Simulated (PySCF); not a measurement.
# CH5B2FOS: the cost of one run

Computed with PySCF 2.14.0, with density-fitted response routines of our own, on a single molecule in the gas phase. Atoms count from 0, in the outputs and in this text.

### 1 The molecule as given

11 atoms, charge 0, multiplicity 1; geometry from: GFN2-xTB. The atoms were then displaced at random by about 0.01 Å, so the start is not that level's minimum.

Bonds of the start (Å): B0–O1 1.33, O1–B2 1.31, B2–S3 1.79, S3–C4 1.86, C4–F5 1.37, B0–H6 1.18, B0–H7 1.16, B2–H8 1.18, C4–H9 1.08, C4–H10 1.08.

### 2 Geometry optimisation at PBE0-D3(BJ)/def2-SVP

Job settings and geometry (Å):

```
{"job": {"xc": "PBE0", "basis": "def2-SVP", "d3": "d3bj", "grid": 1, "shake": 0.01, "kind": "geom"}, "charge": 0, "multiplicity": 1}
B      2.881820     0.019280     0.585920
O      1.574040     0.225200     0.443120
B      0.281040     0.360250     0.289650
S     -0.687350    -1.086960    -0.142740
C     -2.390750    -0.357740    -0.054400
F     -2.670490     0.104600     1.207310
H      3.569200     0.157290    -0.359980
H      3.309930    -0.208860     1.640970
H     -0.243370     1.401100     0.451040
H     -3.111510    -1.135550    -0.279050
H     -2.474460     0.495550    -0.717660
```

Started as:

```
$ OMP_NUM_THREADS=1 python probes_run.py task.json out
```

This one command runs all jobs of the session in turn.

Q: Estimate the wall time and peak memory of this first job on 1 thread of Arm Neoverse V1, shared host.

About 41 s, with a peak of 0.45 GiB.
